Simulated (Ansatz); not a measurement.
# AlCl₂HSe: small, medium and large basis sets

Aim: see how fast density functionals converge with the basis set for AlCl₂HSe.

The runs use Ansatz 0.2.0, Gaussian basis; one geometry, several basis sets.

Plan: PBE0-D4/def2-SVP; ωB97M-V/def2-SVP; PBE0-D4/def2-QZVPP; ωB97M-V/def2-QZVPP; the functionals' def2-TZVPP values are taken from earlier runs.

## (1) The geometry

An earlier PBE0-D4 in a triple-zeta def2 set relaxation fixed the geometry.

SMILES `[Cl][Al]([Cl])[SeH]`, 5 atoms, charge 0, spin multiplicity 1.

Atoms are counted from 1 here; the program's logs count them from 0.

Bond lengths: Cl1–Al2 2.080 Å, Al2–Cl3 2.078 Å, Al2–Se4 2.290 Å, Se4–H5 1.470 Å. Angles: Cl1–Al2–Cl3 119.7°, Cl1–Al2–Se4 121.6°, Cl3–Al2–Se4 118.7°, Al2–Se4–H5 90.4°.

## (2) PBE0-D4 in def2-SVP

in.yaml reads:

```yaml
crystal:
  periodic: [false, false, false]
  atoms:
    - {symbol: Cl, position_ang: [-1.129102, -1.388582, 1.240079]}
    - {symbol: Al, position_ang: [0.378774, -0.407396, 0.195226]}
    - {symbol: Cl, position_ang: [2.327249, -1.125361, 0.281040]}
    - {symbol: Se, position_ang: [-0.051812, 1.460302, -1.058798]}
    - {symbol: H, position_ang: [-1.475208, 1.387438, -0.698949]}
basis:
  gaussian: {orbitals: def2-SVP}
hamiltonian: {xc: pbe0, dispersion: d4}
output: {orbitals: {seedname: orbitals}}
```

Run with:

```console
> ansatz run in.yaml --threads 2 --pin off --events-out ev --progress --plain --max-ram 32768MiB --backend cpu
```

The runs that follow: ωB97M-V in def2-SVP; PBE0-D4 in def2-QZVPP; ωB97M-V in def2-QZVPP.

**Question.** What will the summary of the whole plan be? Wanted: PBE0-D4: double and triple zeta above quadruple; ωB97M-V: double and triple zeta above quadruple.

The runs gave:

| quantity | value |
| --- | --- |
| PBE0-D4: double and triple zeta above quadruple | 21.29, 2.31 eV |
| ωB97M-V: double and triple zeta above quadruple | 21.04, 2.22 eV |

In words: For PBE0-D4 the step from double to triple zeta gains 18.98 eV and the next only 2.31 eV. Total energies overstate the basis error of differences, where much of it tends to cancel. The LUMO of ωB97M-V is positive and keeps falling with the basis (0.84 to 0.32 eV): an unbound level that the basis holds in place.
